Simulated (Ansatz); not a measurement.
# ScAl7N8 (wurtzite Al14Sc2N16): the cost of one run

Method: DFT LDA, scalar-relativistic, plane waves, PAW, in Ansatz 0.2.0.

## 1. Starting point

It takes space group P3m1 (No. 156, trigonal). Conventional cell: a = 6.385 Å, b = 6.385 Å, c = 5.050 Å, α = 90.00°, β = 90.00°, γ = 120.00°. Al (site symmetry m) has 4 N at 1.93 to 1.94 Å as nearest neighbours. Al (site symmetry 3m) has 4 N at 1.93 to 1.94 Å as nearest neighbours. Sc (site symmetry 3m) is surrounded by 4 N at 1.93 to 1.94 Å. N (site symmetry 3m) has 1 Sc at 1.93 Å and 3 Al at 1.94 Å as nearest neighbours. Around N (site symmetry m) lie 3 Al at 1.93 to 1.94 Å and 1 Sc at 1.94 Å. N (site symmetry m) has 4 Al at 1.93 to 1.94 Å as nearest neighbours. Around N (site symmetry 3m) lie 4 Al at 1.93 to 1.94 Å.

Coordinates:

```cif
data_structure
_symmetry_space_group_name_H-M 'P 1'
_symmetry_Int_Tables_number 1
_cell_length_a 6.3850
_cell_length_b 6.3850
_cell_length_c 10.1000
_cell_angle_alpha 90.000
_cell_angle_beta 90.000
_cell_angle_gamma 120.000
_cell_volume 356.59
loop_
_atom_site_label
_atom_site_type_symbol
_atom_site_fract_x
_atom_site_fract_y
_atom_site_fract_z
_atom_site_occupancy
Al1 Al 0.33333 0.16667 0.25000 1
Al2 Al 0.33333 0.16667 0.75000 1
Al3 Al 0.16667 0.83333 0.00000 1
Al4 Al 0.33333 0.66667 0.25000 1
Al5 Al 0.16667 0.83333 0.50000 1
Al6 Al 0.33333 0.66667 0.75000 1
Al7 Al 0.66667 0.33333 0.00000 1
Al8 Al 0.83333 0.16667 0.25000 1
Al9 Al 0.66667 0.33333 0.50000 1
Al10 Al 0.83333 0.16667 0.75000 1
Al11 Al 0.66667 0.83333 0.00000 1
Al12 Al 0.83333 0.66667 0.25000 1
Al13 Al 0.66667 0.83333 0.50000 1
Al14 Al 0.83333 0.66667 0.75000 1
Sc1 Sc 0.16667 0.33333 0.00000 1
Sc2 Sc 0.16667 0.33333 0.50000 1
N1 N 0.16667 0.33333 0.19100 1
N2 N 0.33333 0.16667 0.44100 1
N3 N 0.16667 0.33333 0.69100 1
N4 N 0.33333 0.16667 0.94100 1
N5 N 0.16667 0.83333 0.19100 1
N6 N 0.33333 0.66667 0.44100 1
N7 N 0.16667 0.83333 0.69100 1
N8 N 0.33333 0.66667 0.94100 1
N9 N 0.66667 0.33333 0.19100 1
N10 N 0.83333 0.16667 0.44100 1
N11 N 0.66667 0.33333 0.69100 1
N12 N 0.83333 0.16667 0.94100 1
N13 N 0.66667 0.83333 0.19100 1
N14 N 0.83333 0.66667 0.44100 1
N15 N 0.66667 0.83333 0.69100 1
N16 N 0.83333 0.66667 0.94100 1
```

## 2. Relaxing cell and atoms: ScAl7N8 (wurtzite Al14Sc2N16), no spin

The input, input.yaml:

```yaml
crystal:
  lattice:
    - [6.385, 0.0, 0.0]
    - [-3.1925, 5.5295722032, 0.0]
    - [0.0, 0.0, 10.1]
  atoms:
    - { symbol: Al, position: [0.3333333333, 0.1666666667, 0.25] }
    - { symbol: Al, position: [0.3333333333, 0.1666666667, 0.75] }
    - { symbol: Al, position: [0.1666666667, 0.8333333333, 0.0] }
    - { symbol: Al, position: [0.3333333333, 0.6666666667, 0.25] }
    - { symbol: Al, position: [0.1666666667, 0.8333333333, 0.5] }
    - { symbol: Al, position: [0.3333333333, 0.6666666667, 0.75] }
    - { symbol: Al, position: [0.6666666667, 0.3333333333, 0.0] }
    - { symbol: Al, position: [0.8333333333, 0.1666666667, 0.25] }
    - { symbol: Al, position: [0.6666666667, 0.3333333333, 0.5] }
    - { symbol: Al, position: [0.8333333333, 0.1666666667, 0.75] }
    - { symbol: Al, position: [0.6666666667, 0.8333333333, 0.0] }
    - { symbol: Al, position: [0.8333333333, 0.6666666667, 0.25] }
    - { symbol: Al, position: [0.6666666667, 0.8333333333, 0.5] }
    - { symbol: Al, position: [0.8333333333, 0.6666666667, 0.75] }
    - { symbol: Sc, position: [0.1666666667, 0.3333333333, 0.0] }
    - { symbol: Sc, position: [0.1666666667, 0.3333333333, 0.5] }
    - { symbol: "N", position: [0.1666666667, 0.3333333333, 0.191] }
    - { symbol: "N", position: [0.3333333333, 0.1666666667, 0.441] }
    - { symbol: "N", position: [0.1666666667, 0.3333333333, 0.691] }
    - { symbol: "N", position: [0.3333333333, 0.1666666667, 0.941] }
    - { symbol: "N", position: [0.1666666667, 0.8333333333, 0.191] }
    - { symbol: "N", position: [0.3333333333, 0.6666666667, 0.441] }
    - { symbol: "N", position: [0.1666666667, 0.8333333333, 0.691] }
    - { symbol: "N", position: [0.3333333333, 0.6666666667, 0.941] }
    - { symbol: "N", position: [0.6666666667, 0.3333333333, 0.191] }
    - { symbol: "N", position: [0.8333333333, 0.1666666667, 0.441] }
    - { symbol: "N", position: [0.6666666667, 0.3333333333, 0.691] }
    - { symbol: "N", position: [0.8333333333, 0.1666666667, 0.941] }
    - { symbol: "N", position: [0.6666666667, 0.8333333333, 0.191] }
    - { symbol: "N", position: [0.8333333333, 0.6666666667, 0.441] }
    - { symbol: "N", position: [0.6666666667, 0.8333333333, 0.691] }
    - { symbol: "N", position: [0.8333333333, 0.6666666667, 0.941] }
scf:
  occupations: { method: fixed }
output:
  forces: true
  stress: true
  eigenvalues: true
hamiltonian:
  xc: lda
kpoints:
  mp_grid: { grid: [4, 4, 3] }
relax:
  f_tol: 0.01
  max_steps: 60
  cell: { stress_tol: 0.05 }
```

On the command line:

```
ansatz run input.yaml --threads 8 --pin off --max-ram 20480MiB --backend cpu --events-out ev --progress --plain --runs-dir out
```

**Question.** How long does this run take on 8 threads of Arm Neoverse V2, shared host, and how much memory does it need?

About 40 s, with a peak of 1.5 GiB.
